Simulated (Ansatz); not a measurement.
# Ga3IrRu: the cost of one run

Method: DFT PBE, scalar-relativistic, plane waves, PAW, in Ansatz 0.2.0.

## 1. Starting point

Symmetry: P6/mmm, No. 191, hexagonal system. The conventional cell has a = 4.250 Å, b = 4.250 Å, c = 5.702 Å, α = 90.00°, β = 90.00°, γ = 120.00°. Ga (site symmetry mmm) is surrounded by 4 Ga at 2.12 Å and 2 Ir at 2.12 Å. Ru (site symmetry 6/mmm) is surrounded by 2 Ir at 2.85 Å. Ir (site symmetry 6/mmm) has 6 Ga at 2.12 Å as nearest neighbours.

Coordinates:

```cif
data_structure
_symmetry_space_group_name_H-M 'P 1'
_symmetry_Int_Tables_number 1
_cell_length_a 4.2495
_cell_length_b 4.2495
_cell_length_c 5.7023
_cell_angle_alpha 90.000
_cell_angle_beta 90.000
_cell_angle_gamma 120.000
_cell_volume 89.18
loop_
_atom_site_label
_atom_site_type_symbol
_atom_site_fract_x
_atom_site_fract_y
_atom_site_fract_z
_atom_site_occupancy
Ga1 Ga 0.50000 0.00000 0.00000 1
Ga2 Ga 0.00000 0.50000 0.00000 1
Ga3 Ga 0.50000 0.50000 0.00000 1
Ru1 Ru 0.00000 0.00000 0.50000 1
Ir1 Ir 0.00000 0.00000 0.00000 1
```

The cell is invented: random cell by space group and Wyckoff sites (P6/mmm, No. 191). Its size is a rough estimate.

## 2. A first look at the guess

Input file input.yaml:

```yaml
crystal:
  lattice:
    - [4.24952126, 0.0, 0.0]
    - [-2.12476063, 3.68019336, 0.0]
    - [0.0, 0.0, 5.70225301]
  atoms:
    - { symbol: Ga, position: [0.5, 0.0, 0.0] }
    - { symbol: Ga, position: [0.0, 0.5, 0.0] }
    - { symbol: Ga, position: [0.5, 0.5, 0.0] }
    - { symbol: Ru, position: [0.0, 0.0, 0.5] }
    - { symbol: Ir, position: [0.0, 0.0, 0.0] }
basis:
  ecutwfc: 420
kpoints:
  mp_grid: { grid: [6, 6, 4] }
hamiltonian:
  xc: pbe
scf:
  occupations: { method: gaussian, width: 0.1 }
  lower_state_search: "off"
output:
  forces: true
  stress: true
  eigenvalues: true
```

Run with:

```sh
ansatz run input.yaml --threads 1 --pin off --max-ram 2560MiB --backend cpu --events-out ev --progress --plain --runs-dir out
```

**Question.** How long does this run take on 1 thread of Arm Neoverse V1, shared host, and how much memory does it need?

About 6.4 s, with a peak of 0.39 GiB.
